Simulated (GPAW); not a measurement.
Runs of GPAW 26.7.0 on Ti3As. The structure is cubic, space group Pm-3n (No. 223). Conventional cell: a = 5.022 Å, b = 5.022 Å, c = 5.022 Å, α = 90.00°, β = 90.00°, γ = 90.00°. As (site symmetry m-3) is surrounded by 12 Ti at 2.81 Å. Around Ti (site symmetry -4m2) lie 2 Ti at 2.51 Å and 4 As at 2.81 Å. The cell comes from a database or a generator and needn't be the stable form of this composition.

| level | gap on the mesh (eV) | pressure (GPa) | relaxed volume (Å³/atom) |
| --- | --- | --- | --- |
| PBEsol+D4 | none | 0.0 | (b) |
| PBEsol+D3(BJ)+ATM | none | 0.0 | (a) |
| PBEsol+D3 | none | 0.0 | 14.56 |
| PBEsol+D3(BJ) | none | 0.1 | 14.49 |
| PBEsol | none | 0.0 | 15.23 |

Alike in all rows: task relaxation of cell and atoms; potentials or basis PAW data sets generated in the run's folder for this functional, pw; no spin polarisation; cell relaxed; k mesh 4 × 4 × 4; cutoff (eV) 600; smearing fermi-dirac 0.05 eV.

Question: Estimate the missing entries.

Answer: (a) 14.65; (b) 15.03.

Caveats: later steps reuse the first step's grids; pairwise dispersion overbinds metals, which lowers pressure and volume (some runs).

A k mesh can miss the band edges, and the runs leave out spin-orbit coupling on As.

A gap of «none» marks a metal or a gap under the smearing width.
